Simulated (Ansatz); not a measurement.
# AlH4NS2: vertical ionisation energy

One table from this session's results is given with a row withheld; the runs are named, their logs left out.

The runs use Ansatz 0.2.0, Gaussian basis; unrestricted cation, the program's frozen cores in correlated methods.

The runs, in order: UKS PBE-D4/def2-TZVPP; UKS r2SCAN-D4/def2-TZVPP; UKS PBE0-D4/def2-TZVPP; UKS B3LYP-D4/def2-TZVPP; UKS wB97X-V/def2-TZVPP; UKS wB97M-V/def2-TZVPP; UKS B2PLYP/def2-TZVPP; UHF-CCSD(T)/def2-TZVPP; UHF-CCSD(T)/def2-QZVPP; extrapolation to the limit; then −ε(HOMO) from the neutral's earlier runs with LDA (SPW92), PBE-D4, revPBE-D4, BLYP-D4, r2SCAN-D4, B97M-V, PBE0-D4, B3LYP-D4, r2SCANh-D4, r2SCAN0-D4, HSE06-D4, BHLYP-D4, CAM-B3LYP-D4, LC-ωPBE, ωB97X-V, ωB97M-V.

### Structure used throughout

The geometry comes from an earlier relaxation with PBE0-D4 in a triple-zeta def2 set; it is a stationary point, not always the lowest conformer.

SMILES `[NH2][Al]([SH])[SH]`, 8 atoms, charge 0, spin multiplicity 1.

Atoms are counted from 1 here; the program's logs count them from 0.

Bond lengths: N1–Al2 1.759 Å, N1–H5 1.006 Å, N1–H6 1.007 Å, Al2–S3 2.184 Å, Al2–S4 2.181 Å, S3–H7 1.344 Å, S4–H8 1.344 Å. Angles: Al2–N1–H5 125.4°, Al2–N1–H6 124.2°, H5–N1–H6 110.4°, N1–Al2–S3 122.1°, N1–Al2–S4 119.0°, S3–Al2–S4 118.9°, Al2–S3–H7 93.2°, Al2–S4–H8 92.7°.

Set-up of the first run:

Input file in.yaml:

```yaml
crystal:
  periodic: [false, false, false]
  atoms:
    - {symbol: N, position_ang: [-0.554729, 1.413586, -0.090028]}
    - {symbol: Al, position_ang: [-0.072314, -0.276722, -0.015360]}
    - {symbol: S, position_ang: [2.015810, -0.878564, 0.205202]}
    - {symbol: S, position_ang: [-1.607170, -1.820899, -0.148275]}
    - {symbol: H, position_ang: [0.070145, 2.201068, -0.048999]}
    - {symbol: H, position_ang: [-1.506936, 1.726316, -0.187173]}
    - {symbol: H, position_ang: [2.456592, 0.390844, 0.249312]}
    - {symbol: H, position_ang: [-0.709299, -2.812830, -0.020480]}
basis:
  gaussian: {orbitals: def2-TZVPP}
total_charge: 1
magnetization: {spin_polarized: true, initial_magnetization: 1}
hamiltonian: {xc: pbe, dispersion: d4}
```

Run with:

```bash
> ansatz run in.yaml --threads 2 --pin off --events-out ev --progress --plain --max-ram 32768MiB --backend cpu
```

Steps of the session up to this table: Cation, UKS PBE-D4/def2-TZVPP; Cation, UKS r2SCAN-D4/def2-TZVPP; Cation, UKS PBE0-D4/def2-TZVPP; Cation, UKS B3LYP-D4/def2-TZVPP; Cation, UKS wB97X-V/def2-TZVPP; Cation, UKS wB97M-V/def2-TZVPP; Cation, UKS B2PLYP (frozen core)/def2-TZVPP; Cation, UHF-CCSD(T)/def2-TZVPP; Cation, UHF-CCSD(T)/def2-QZVPP.

One table of the session follows, with a row left open; its other results are not shown here.

Orbital estimates, from the neutral's runs:

| functional | −ε(HOMO) (eV) |
| --- | --- |
| LDA (SPW92) | 6.29 |
| PBE-D4 | 6.12 |
| revPBE-D4 | 6.06 |
| BLYP-D4 | 5.97 |
| r2SCAN-D4 | 6.43 |
| B97M-V | 6.46 |
| PBE0-D4 | 7.46 |
| B3LYP-D4 | ? |
| r2SCANh-D4 | 6.93 |
| r2SCAN0-D4 | 7.66 |
| HSE06-D4 | 7.06 |
| BHLYP-D4 | 8.52 |
| CAM-B3LYP-D4 | 8.76 |
| LC-ωPBE | 10.21 |
| ωB97X-V | 9.82 |
| ωB97M-V | 9.64 |

Q: Estimate the row for B3LYP-D4 from the others.

Worked estimate for «−ε(HOMO) (eV)». Against the share of exact exchange, BLYP-D4 (0, 5.97), BHLYP-D4 (0.5, 8.52) give a slope of 5.10 per unit share; at 0.2 the line stands at 6.99.

**Answer.** −ε(HOMO) (eV): 7.19. In «−ε(HOMO) (eV)» the line misses by -0.20.
